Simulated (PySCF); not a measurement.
# PbN: basis, grid and Hamiltonian

Which parts of the numerical set-up matter for PbN? Each run edits the base script.

The runs use PySCF 2.14.0; method and basis as typed in the scripts.

6 further runs of the same task are left out: 1 for a known fault of the program, 5 that didn't finish.

**1. Starting geometry**

PbN: 2 atoms, charge 0, spin multiplicity 2.

Bond lengths: Pb1–N2 1.845 Å.

**2. The run that the others are compared with**

input.py reads:

```python
from pyscf import gto, dft

mol = gto.M(
    atom='Pb 0 0 0; N 0 0 1.845',
    basis='def2-tzvp',
    ecp={'Pb': 'def2-tzvp'},
    charge=0,
    spin=1,
    verbose=4,
)
mf = dft.UKS(mol, xc='pbe')
mf.kernel()
mf.dip_moment()
print('orbital energies (hartree):', [e[max(0, n-3):n+3].round(4) for e, n in zip(mf.mo_energy, mol.nelec)])
```

Run with:

```
$ OMP_NUM_THREADS=1 python input.py
```

Its log is not repeated here.

It gives: E(SCF) = -247.496719 Eh, 14 cycles, ⟨S²⟩ = 0.767, μ = 3.59 D.

The bond length is a typed value, not an optimised one.

**3. Lanl2dz**

Edit 1 changes basis set: def2-tzvp → lanl2dz. The core potential changes with it: totals don't compare.

input.py reads:

```python
from pyscf import gto, dft

mol = gto.M(
    atom='Pb 0 0 0; N 0 0 1.845',
    basis='lanl2dz',
    ecp={'Pb': 'lanl2dz'},
    charge=0,
    spin=1,
    verbose=4,
)
mf = dft.UKS(mol, xc='pbe')
mf.kernel()
mf.dip_moment()
print('orbital energies (hartree):', [e[max(0, n-3):n+3].round(4) for e, n in zip(mf.mo_energy, mol.nelec)])
```

Run with:

```
$ OMP_NUM_THREADS=1 python input.py
```

**4. Cartesian functions on**

Edit 2 changes Cartesian functions: off → on.

Changes to input.py since step 2:

```diff
@@ -8,2 +8,3 @@
     spin=1,
+    cart=True,
     verbose=4,
```

Q: Predict the outcome of this session. Wanted: for each run, E(SCF); from base; gap, α spin; SCF dipole.

As calculated:

```tsv
run	E(SCF) (hartree)	from base (eV)	cycles	gap, α spin (eV)	SCF dipole (D)	functions
base	-247.496719	0	14	3.60	3.59	81
lanl2dz	-58.050320	not comparable	15	3.75	3.66	17
Cartesian functions on	-247.498290	-0.0427	14	3.60	3.58	95
```

**Reading.** Total energies from different bases, Hamiltonians or methods carry different errors, so properties are taken as differences within one set-up.
